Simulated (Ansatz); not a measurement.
# BCl2H3Si: the cost of one run

Program: Ansatz 0.2.0, Gaussian basis. Level of theory: PBE0-D4/def2-TZVP structures, single points in def2-TZVPP, no counterpoise correction. These are calculated values, not measurements.

Levels: SPW92, PBE-D4, BLYP-D4, r2SCAN-D4, B97M-V, PBE0-D4, B3LYP-D4, r2SCAN0-D4, BHLYP-D4, CAM-B3LYP-D4, wB97X-V, wB97M-V, B2PLYP, PBE-QIDH, RPA on PBE, Hartree-Fock, MP2, CCSD, CCSD(T).

Cores are frozen in the correlated methods. B3LYP uses VWN-RPA correlation. B2PLYP carries no dispersion term here.

94 further runs of the same task are left out: 94 set aside as unsound or not needed. Runs told in other sessions of the task aren't counted.

**1. Where the work starts**

The complex: 9 atoms, charge 0, spin multiplicity 1.

Atoms are counted from 1 here; the program's logs count them from 0.

Bond lengths: B1–Si2 2.023 Å, B1–Cl3 1.764 Å, B1–Cl4 1.737 Å, Si2–H7 1.485 Å, Si2–H8 1.485 Å, Si2–H9 1.485 Å, H5–F6 0.928 Å. Angles: Si2–B1–Cl3 121.1°, Si2–B1–Cl4 122.2°, Cl3–B1–Cl4 116.7°, B1–Si2–H7 109.7°, B1–Si2–H8 108.7°, B1–Si2–H9 108.9°, H7–Si2–H8 110.0°, H7–Si2–H9 110.0°, H8–Si2–H9 109.6°.

Geometry (Å):

```xyz
9
BCl2FH4Si
B    -1.2860   -0.3425    0.0241
Si    0.0655    1.1573   -0.0998
Cl   -0.7698   -2.0244    0.1505
Cl   -2.9979   -0.0503    0.0137
H     1.4627   -1.7907    0.1525
F     2.3396   -1.4868    0.1433
H    -0.6409    2.4575   -0.2210
H     0.9025    1.1472    1.1273
H     0.9244    0.9326   -1.2906
```

Its parts: BCl2H3Si holds atoms 1, 2, 3, 4, 7, 8, 9; HF holds atoms 5, 6. Each part counts its atoms afresh in its own runs.

**2. Relaxing BCl2H3Si alone**

Contents of relax-a/in.yaml:

```yaml
crystal:
  periodic: [false, false, false]
  atoms:
    - {symbol: B, position_ang: [-1.285992, -0.342521, 0.024103]}
    - {symbol: Si, position_ang: [0.065501, 1.157324, -0.099829]}
    - {symbol: Cl, position_ang: [-0.769837, -2.024377, 0.150489]}
    - {symbol: Cl, position_ang: [-2.997926, -0.050315, 0.013679]}
    - {symbol: H, position_ang: [-0.640932, 2.457461, -0.220986]}
    - {symbol: H, position_ang: [0.902535, 1.147211, 1.127299]}
    - {symbol: H, position_ang: [0.924440, 0.932572, -1.290561]}
basis:
  gaussian: {orbitals: def2-TZVP}
hamiltonian: {xc: pbe0, dispersion: d4}
relax: {f_tol: 0.005, max_steps: 200}
```

On the command line:

```console
$ ansatz run in.yaml --threads 4 --pin off --events-out ev --progress --plain --max-ram 9574MiB
```

**Question.** How long does this run take on 4 threads of Arm Neoverse V2, shared host?

About 12 s.
